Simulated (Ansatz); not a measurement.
# Si3Sn (ordered alloy on diamond lattice): from bands to localised orbitals

Where do the localised orbitals of Si3Sn (ordered alloy on diamond lattice) sit, how far are they spread, and how do the settings change that? Plan: PBE, anion s p, 4×4×4; PBE, anion s p, 4×4×2; PBE, anion s p, 6×6×4; PBE, anion p, 4×4×4; PBE, all s p, disentangled, 4×4×4; r2SCAN, anion s p, 4×4×4; r2SCAN, all s p, disentangled, 4×4×4; HSE06, anion s p, 4×4×4 (level, trial orbitals, Wannier mesh).

Computed with Ansatz 0.2.0 (plane waves, PAW, unless a step's input says otherwise).

2 further runs of the same task are left out: 2 that didn't finish. Runs told in other sessions of the task aren't counted.

## Step 1: Starting point

The structure is tetragonal, space group P-4m2 (No. 115). The conventional cell has a = 4.038 Å, b = 4.038 Å, c = 5.749 Å, α = 90.00°, β = 90.00°, γ = 90.00°. Around Si (site symmetry 2mm) lie 2 Si at 2.40 Å and 2 Sn at 2.56 Å. Si (site symmetry -4m2) has 4 Si at 2.40 Å in its first shell of neighbours. Sn (site symmetry -4m2) is surrounded by 4 Si at 2.56 Å.

Structure file:

```xyz
4
Lattice="4.0376 0.0000 0.0000 0.0000 4.0376 0.0000 0.0000 0.0000 5.7486" Properties=species:S:1:pos:R:3 pbc="T T T"
Si    2.0188    0.0000    4.4529
Si    2.0188    2.0188    0.0000
Si    0.0000    2.0188    1.2957
Sn    0.0000    0.0000    2.8743
```

Cell and atoms come from an earlier r2SCAN relaxation. No run includes spin-orbit coupling, which matters for Sn.

## Step 2: PBE, anion s p, 4×4×4

input.yaml reads:

```yaml
crystal:
  lattice:
    - [4.037638911, 0.0, 0.0]
    - [0.0, 4.037638911, 0.0]
    - [0.0, 0.0, 5.7486205295]
  atoms:
    - { symbol: Si, position: [0.5, 0.0, 0.7746010627] }
    - { symbol: Si, position: [0.5, 0.5, 0.0] }
    - { symbol: Si, position: [0.0, 0.5, 0.2253989373] }
    - { symbol: Sn, position: [0.0, 0.0, 0.5] }
kpoints:
  mp_grid: { grid: [6, 6, 4] }
  band_path:
    path:
      - [[0.0, 0.0, 0.0], [0.0, 0.5, 0.0], [0.5, 0.5, 2.172984172634e-33], [0.0, 0.0, 0.0], [-3.246485312843e-50, 0.0, 0.5], [-3.246485312843e-50, 0.5, 0.5], [0.5, 0.5, 0.5], [-3.246485312843e-50, 0.0, 0.5]]
      - [[0.0, 0.5, 0.0], [-3.246485312843e-50, 0.5, 0.5]]
      - [[0.5, 0.5, 2.172984172634e-33], [0.5, 0.5, 0.5]]
    npoints: 10
hamiltonian:
  xc: pbe
scf:
  occupations: { method: fixed }
  n_extra_bands: 6
output:
  forces: false
  stress: false
  eigenvalues: true
  wannier:
    kmesh: [4, 4, 4]
    projections: [{ species: Sn, l: s, shell: 5 }, { species: Sn, l: p, shell: 5 }]
    minimise: true
    write_hr: true
    conv_tol: 1.0e-08
    max_iter: 3000
```

On the command line:

```
$ ansatz run input.yaml --threads 4 --pin off --max-ram 3686MiB --backend cpu --events-out ev --progress --plain --runs-dir out
```

The runs that follow: PBE, anion s p, 4×4×2; PBE, anion s p, 6×6×4; PBE, anion p, 4×4×4; PBE, all s p, disentangled, 4×4×4; r2SCAN, anion s p, 4×4×4; r2SCAN, all s p, disentangled, 4×4×4; HSE06, anion s p, 4×4×4.

Before running them: what should the planned runs give, taken together? Wanted: total spread, PBE, anion s p, 4×4×4; total spread, PBE, anion s p, 4×4×2; total spread, PBE, anion s p, 6×6×4; total spread, PBE, anion p, 4×4×4; total spread, PBE, all s p, disentangled, 4×4×4; total spread, r2SCAN, anion s p, 4×4×4; total spread, r2SCAN, all s p, disentangled, 4×4×4; total spread, HSE06, anion s p, 4×4×4; centres of the first set.

The runs gave:

| quantity | value |
| --- | --- |
| total spread, PBE, anion s p, 4×4×4 | 16.23 Å² over 4 functions |
| total spread, PBE, anion s p, 4×4×2 | 13.14 Å² over 4 functions |
| total spread, PBE, anion s p, 6×6×4 | 19.18 Å² over 4 functions |
| total spread, PBE, anion p, 4×4×4 | 19.19 Å² over 3 functions |
| total spread, PBE, all s p, disentangled, 4×4×4 | 27.82 Å² over 16 functions |
| total spread, r2SCAN, anion s p, 4×4×4 | 16.06 Å² over 4 functions |
| total spread, r2SCAN, all s p, disentangled, 4×4×4 | 28.75 Å² over 16 functions |
| total spread, HSE06, anion s p, 4×4×4 | 15.90 Å² over 4 functions |
| centres of the first set | 1.18 Å from the nearest atom |

**Reading.** With PBE, anion s p, 4×4×4 the 4 functions move off the atoms, with a mean spread of 4.06 Å²; 93 % of the total is gauge invariant. The total spread goes from 13.14 Å² on 4×4×2 to 19.18 Å² on 6×6×4: finite differences in k understate it on coarse meshes, while the largest miss of a band goes from 1.91 to 1.89 eV. On one set and mesh the functional gives 16.23 (PBE), 16.06 (r2SCAN), 15.90 (HSE06) Å². The disentangled models miss some band by up to 2.1 eV, which may lie outside their frozen windows.
